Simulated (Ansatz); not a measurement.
**BFH₂SeSi: how energies converge with the basis set**

One table from this session's results is given with a row withheld; the runs are named, their logs left out.

The runs use Ansatz 0.2.0, Gaussian basis; one geometry, several basis sets.

Levels to be run: PBE0-D4/def2-SVP; ωB97M-V/def2-SVP; PBE0-D4/def2-QZVPP; ωB97M-V/def2-QZVPP; the functionals' def2-TZVPP values are taken from earlier runs.

### The relaxed structure

All runs share one geometry, relaxed beforehand with PBE0-D4 in a triple-zeta def2 set.

SMILES `FB1[SiH2][Se]1`, 6 atoms, charge 0, spin multiplicity 1.

Atoms are counted from 1 here; the program's logs count them from 0.

Bond lengths: F1–B2 1.308 Å, B2–Si3 1.938 Å, B2–Se4 1.923 Å, Si3–Se4 2.330 Å, Si3–H5 1.482 Å, Si3–H6 1.482 Å. Angles: F1–B2–Si3 151.7°, F1–B2–Se4 134.1°, Si3–B2–Se4 74.2°, B2–Si3–Se4 52.6°, B2–Si3–H5 123.8°, B2–Si3–H6 123.8°, Se4–Si3–H5 114.4°, Se4–Si3–H6 114.4°, H5–Si3–H6 111.3°, B2–Se4–Si3 53.2°.

As a file:

```mol
BFH2SeSi
  3D, bonds by distance, orders not assigned

  6  6  0  0  0  0  0  0  0  0999 V2000
    0.3263   -2.3519    0.5122 F   0  0
   -0.0388   -1.1489    0.1508 B   0  0
    0.2791    0.7571   -0.0014 Si  0  0
   -1.6047   -0.4236   -0.6982 Se  0  0
    1.0545    1.3781   -1.1019 H   0  0
    0.0256    1.7252    1.0924 H   0  0
  1  2  8  0
  2  3  8  0
  3  4  8  0
  3  5  8  0
  3  6  8  0
  2  4  8  0
M  END
```

Set-up of the first run:

File in.yaml:

```yaml
crystal:
  periodic: [false, false, false]
  atoms:
    - {symbol: F, position_ang: [0.326272, -2.351948, 0.512170]}
    - {symbol: B, position_ang: [-0.038798, -1.148900, 0.150843]}
    - {symbol: Si, position_ang: [0.279119, 0.757133, -0.001390]}
    - {symbol: Se, position_ang: [-1.604707, -0.423637, -0.698233]}
    - {symbol: H, position_ang: [1.054492, 1.378054, -1.101851]}
    - {symbol: H, position_ang: [0.025623, 1.725198, 1.092362]}
basis:
  gaussian: {orbitals: def2-SVP}
hamiltonian: {xc: pbe0, dispersion: d4}
output: {orbitals: {seedname: orbitals}}
```

Command:

```sh
ansatz run in.yaml --threads 2 --pin off --events-out ev --progress --plain --max-ram 4352MiB
```

Steps of the session up to this table: PBE0-D4 in def2-SVP; ωB97M-V in def2-SVP; PBE0-D4 in def2-QZVPP; ωB97M-V in def2-QZVPP.

One of the session's tables, all rows but one given; the rest of the session is left out.

It belongs to the step «Functionals by basis». 

| functional | basis | HOMO (eV) |
| --- | --- | --- |
| PBE0-D4 | def2-SVP | -7.37 |
| PBE0-D4 | def2-TZVPP | -7.36 |
| PBE0-D4 | def2-QZVPP | -7.36 |
| ωB97M-V | def2-SVP | -9.35 |
| ωB97M-V | def2-TZVPP | ? |
| ωB97M-V | def2-QZVPP | -9.37 |

**Question.** Estimate the row for ωB97M-V, def2-TZVPP.

The run gave: HOMO (eV): -9.36. In the column «HOMO (eV)» it lies between ωB97M-V, def2-QZVPP (-9.37) and ωB97M-V, def2-SVP (-9.35).
